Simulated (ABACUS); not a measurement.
## Bi2Te3 (Tellurobismuthite) in ABACUS: the effect of basis

Crystal: Bi2Te3 (Tellurobismuthite).

```
CELL_PARAMETERS angstrom
2.14823 1.24028 9.95815
-2.14823 1.24028 9.95815
0.00000 -2.48057 9.95815
ATOMIC_POSITIONS crystal
Bi 0.60000 0.60000 0.60000
Bi 0.40000 0.40000 0.40000
Te 0.79050 0.79050 0.79050
Te 0.20950 0.20950 0.20950
Te 0.00000 0.00000 0.00000
```

The cell isn't the ideal one: volume scaled by 0.94.

Alike in all runs:

| Property | Result |
| --- | --- |
| Program | ABACUS 3.10.1 |
| Task | equation of state |
| Functional | PBE |
| Potentials or basis | PseudoDojo NC SR 0.4.1 PBE standard |
| k mesh | 5 × 5 × 5 |
| Occupations | fermi-dirac, width 0.05 eV |
| Spin | no spin polarisation |

```csv
basis,cutoff,gap on the mesh (eV),pressure (GPa),largest force (eV/Å)
DZP,1361 eV,0.31,7.2,0.58
TZDP,1361 eV,?,?,?
pw,1129 eV,0.25,5.9,0.40
```

Task: What does the run with basis TZDP give?

Result: gap on the mesh 0.25 eV; pressure 6.3 GPa; largest force 0.42 eV/Å.

Caveats: spin-orbit coupling is left out, which as a rule narrows the gap of such compounds by several tenths of an eV; an odd mesh through Γ misses points on the zone boundary, where band edges often lie; the atomic orbitals were generated for these runs and aren't a published set (some runs); the basis of atomic orbitals isn't converged, which shifts pressures, moduli and gaps (some runs).
